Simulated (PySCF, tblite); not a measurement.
# C7H12OSi: geometry, infrared bands and NMR shifts

Wanted: the infrared bands and NMR shifts of C7H12OSi (`CC(C)OC1=CC=C[SiH2]1`), by calculation.

The runs use tblite 0.8.0 and PySCF 2.14.0, with density-fitted response routines of our own; the level of theory stands in each step. All values are computed, except where a source is named. Atoms are numbered from 0 throughout.

## 1. The starting structure

21 atoms, charge 0, multiplicity 1; geometry from: force field or distance geometry start.

Bonds of the start (Å): C0–C1 1.52, C1–C2 1.53, C1–O3 1.39, O3–C4 1.39, C4–C5 1.30, C5–C6 1.42, C6–C7 1.31, C7–Si8 1.85, Si8–C4 1.87, C0–H9 1.11, C0–H10 1.12, C0–H11 1.11, C1–H12 1.11, C2–H13 1.11, C2–H14 1.11, C2–H15 1.10, C5–H16 1.11, C6–H17 1.12, C7–H18 1.06, Si8–H19 1.45, Si8–H20 1.46.

## 2. Relaxing the molecule with GFN2-xTB

The job: settings as JSON, then the geometry in Å.

```
{"job": {"kind": "relax", "xc": "GFN2-xTB", "basis": "xTB"}, "charge": 0, "multiplicity": 1}
C     -2.952600    -0.630200    -0.237100
C     -1.613000    -0.276700     0.381600
C     -1.501000     1.240200     0.528500
O     -0.620400    -0.658600    -0.518700
C      0.729800    -0.499300    -0.253200
C      1.591500    -1.427000     0.060000
C      2.940400    -1.039200     0.273000
C      3.256800     0.230500     0.144900
Si     1.695800     1.099800    -0.315300
H     -3.610100     0.254900    -0.089300
H     -3.341500    -1.533600     0.296900
H     -2.802200    -0.897000    -1.304200
H     -1.584200    -0.783900     1.372100
H     -2.515900     1.682800     0.652800
H     -1.059900     1.670100    -0.396100
H     -0.897500     1.459100     1.418400
H      1.253300    -2.482300     0.162300
H      3.737500    -1.779100     0.555300
H      4.204200     0.687800     0.269300
H      1.720900     1.701100    -1.632400
H      1.359100     1.997600     0.785400
```

Launch:

```sh
$ OMP_NUM_THREADS=1 python probes_run.py task.json out
```

This one command runs all jobs of the session in turn.

**Question.** This job is followed by: GFN2-xTB harmonic vibrations, gas phase; GIAO PBE0/pcSseg-1 NMR shielding, non-relativistic, gas phase. What will the session give for the following? strongest single infrared mode (GFN2-xTB); zero-point energy (GFN2-xTB); ¹³C shifts against TMS (PBE0/pcSseg-1, means over atoms taken as alike); ¹H shifts against TMS (PBE0/pcSseg-1, means over atoms taken as alike); ¹⁷O shifts against H2O (PBE0/pcSseg-1); ²⁹Si shifts against TMS (PBE0/pcSseg-1).

As calculated:

| quantity | value |
| --- | --- |
| strongest single infrared mode (GFN2-xTB) | 2233 cm⁻¹, 478 km/mol |
| zero-point energy (GFN2-xTB) | 104.6 kcal/mol |
| ¹³C shifts against TMS (PBE0/pcSseg-1, means over atoms taken as alike) | 180.3, 159.5, 124.5, 112.3, 82.7, 25.0 ppm |
| ¹H shifts against TMS (PBE0/pcSseg-1, means over atoms taken as alike) | 7.24, 6.25, 5.26, 4.64, 3.66, 1.30 ppm |
| ¹⁷O shifts against H2O (PBE0/pcSseg-1) | 179.5 ppm |
| ²⁹Si shifts against TMS (PBE0/pcSseg-1) | -66.1 ppm |

Over 161 steps the energy fell by 1.019 eV; of the close pairs, C4–C5 changed most, 1.304 to 1.349 Å. All 57 modes are real, so the xTB geometry is a minimum. The strongest single mode, at 2233 cm⁻¹, moves mainly H20 and H19. Unscaled tight-binding wavenumbers are off by several per cent, some by more. Its intensities can rank the bands wrongly. At PBE0/pcSseg-1: The widest tensor belongs to C6: span 239 ppm, with a paramagnetic part of -227 ppm.
